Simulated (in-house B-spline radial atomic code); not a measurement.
# Ag⁶⁺: excited configurations

Wanted: excitation energies of Ag⁶⁺ as differences of total energies (ΔSCF).

The numbers are computed with in-house B-spline radial atomic code version 1 (Dirac-Hartree-Fock, average of configuration, Fermi nucleus, basis-set limit), except any that are marked as measured or tabulated.

### Step 1. The atom as given

```
element       : silver (Z = 47)
charge        : +6
electrons     : 41
configuration : [Kr] 4d5
Hamiltonian   : Dirac-Coulomb
nucleus       : Fermi, rms radius 4.545 fm
```

Outer shells as boxes (Hund's rule):

[Kr] 4d5
```
[Kr] core
4d [↑ ][↑ ][↑ ][↑ ][↑ ]
```

The boxes draw the filling by Hund's rule, which heavy ions in jj coupling don't follow; these runs average over all states of the configuration.

Settings, as recorded:

```ini
Z = 47
electrons = 41.0
configuration = [Kr] 4d5
hamiltonian = dirac
method = hf
spin_polarised = False
nucleus = fermi
rms_radius = 4.5454
mass_number = 107
atomic_mass = 106.905091509
speed_of_light = 137.035999084
```

The reference is known from an earlier run: -5304.998408 hartree in all. Up to eight levels, counted from the top:

```
orbital  occupation  energy (eV)  <r> (bohr)
  3p3/2           4      -699.40      0.3686
  3d3/2           4      -498.52      0.3424
  3d5/2           6      -492.14      0.3458
  4s1/2           2      -210.84      0.8917
  4p1/2           2      -170.56      0.9415
  4p3/2           4      -164.75      0.9649
  4d3/2           2      -105.18       1.115
  4d5/2           3      -104.36       1.124
```

### Step 2. Run with [Kr] 4d4 8s1

Settings, as recorded:

```ini
Z = 47
electrons = 41.0
configuration = [Kr] 4d4 8s1
hamiltonian = dirac
method = hf
spin_polarised = False
nucleus = fermi
rms_radius = 4.5454
mass_number = 107
atomic_mass = 106.905091509
speed_of_light = 137.035999084
```

### Step 3. [Ar] 3d9 4s2 4p6 4d5 5d1

The settings differ from step 2 so:

```diff
@@ -2,3 +2,3 @@
 electrons = 41.0
-configuration = [Kr] 4d4 8s1
+configuration = [Ar] 3d9 4s2 4p6 4d5 5d1
 hamiltonian = dirac
```

### Step 4. [Ar] 3d9 4s2 4p6 4d5 5p1

The settings differ from step 3 so:

```diff
@@ -2,3 +2,3 @@
 electrons = 41.0
-configuration = [Ar] 3d9 4s2 4p6 4d5 5d1
+configuration = [Ar] 3d9 4s2 4p6 4d5 5p1
 hamiltonian = dirac
```

### Step 5. Configuration [Kr] 4d4 8g1

The settings differ from step 4 so:

```diff
@@ -2,3 +2,3 @@
 electrons = 41.0
-configuration = [Ar] 3d9 4s2 4p6 4d5 5p1
+configuration = [Kr] 4d4 8g1
 hamiltonian = dirac
```

### Step 6. Run with [Ar] 3d9 4s2 4p6 4d5 7d1

The settings differ from step 5 so:

```diff
@@ -2,3 +2,3 @@
 electrons = 41.0
-configuration = [Kr] 4d4 8g1
+configuration = [Ar] 3d9 4s2 4p6 4d5 7d1
 hamiltonian = dirac
```

### Step 7. Run with [Kr] 4d4 8d1

The settings differ from step 6 so:

```diff
@@ -2,3 +2,3 @@
 electrons = 41.0
-configuration = [Ar] 3d9 4s2 4p6 4d5 7d1
+configuration = [Kr] 4d4 8d1
 hamiltonian = dirac
```

### Step 8. Configuration [Kr] 4d4 5d1

The settings differ from step 7 so:

```diff
@@ -2,3 +2,3 @@
 electrons = 41.0
-configuration = [Kr] 4d4 8d1
+configuration = [Kr] 4d4 5d1
 hamiltonian = dirac
```

### Step 9. [Kr] 4d4 6p1

The settings differ from step 8 so:

```diff
@@ -2,3 +2,3 @@
 electrons = 41.0
-configuration = [Kr] 4d4 5d1
+configuration = [Kr] 4d4 6p1
 hamiltonian = dirac
```

Q: How far above the reference does each configuration lie (order and size, in eV)?

As calculated:

| net move | configuration | energy above the reference (eV) | with Breit, QED, recoil (eV) | largest <r> (bohr) |
| --- | --- | --- | --- | --- |
| 4d → 5d | [Kr] 4d4 5d1 | 55.906 | 55.917 | 2.69 |
| 4d → 6p | [Kr] 4d4 6p1 | 67.105 | 67.125 | 3.86 |
| 4d → 8s | [Kr] 4d4 8s1 | 85.358 | 85.373 | 7.86 |
| 4d → 8d | [Kr] 4d4 8d1 | 89.195 | 89.204 | 9.54 |
| 4d → 8g | [Kr] 4d4 8g1 | 93.128 | 93.137 | 12.2 |
| 3d → 5p | [Ar] 3d9 4s2 4p6 4d5 5p1 | 419.05 | 418.94 | 2.17 |
| 3d → 5d | [Ar] 3d9 4s2 4p6 4d5 5d1 | 435.33 | 435.19 | 2.64 |
| 3d → 7d | [Ar] 3d9 4s2 4p6 4d5 7d1 | 463.72 | 463.58 | 6.76 |

Quantum defects of the promoted electron, δ = n − ζ/√(−2ε) with ζ = 7 and ε its orbital energy in hartree:

| promotion | δ |
| --- | --- |
| 4d → 5d | 1.262 |
| 4d → 6p | 1.727 |
| 4d → 8s | 1.958 |
| 4d → 8d | 1.201 |
| 4d → 8g | 0.028 |
| 3d → 5p | 1.792 |
| 3d → 5d | 1.291 |
| 3d → 7d | 1.237 |

**Reading.** The lowest of them is 4d → 5d at 55.906 eV and the highest 3d → 7d at 463.72 eV. Koopmans' estimate of the ionisation threshold is 104.36 eV; 3 configurations exceed it by over 2 % and could autoionise. Of those tabulated, the defect is largest for 8s (1.96) and least for 8g (0.03): low angular momentum penetrates the core, high angular momentum stays outside it. Two partly filled shells share a symmetry and can mix in the average, which may lower the energy, for: 4d → 5d; 4d → 8d; 3d → 5p; 3d → 5d; 3d → 7d. These are averages over configurations, without correlation, not spectroscopic levels.
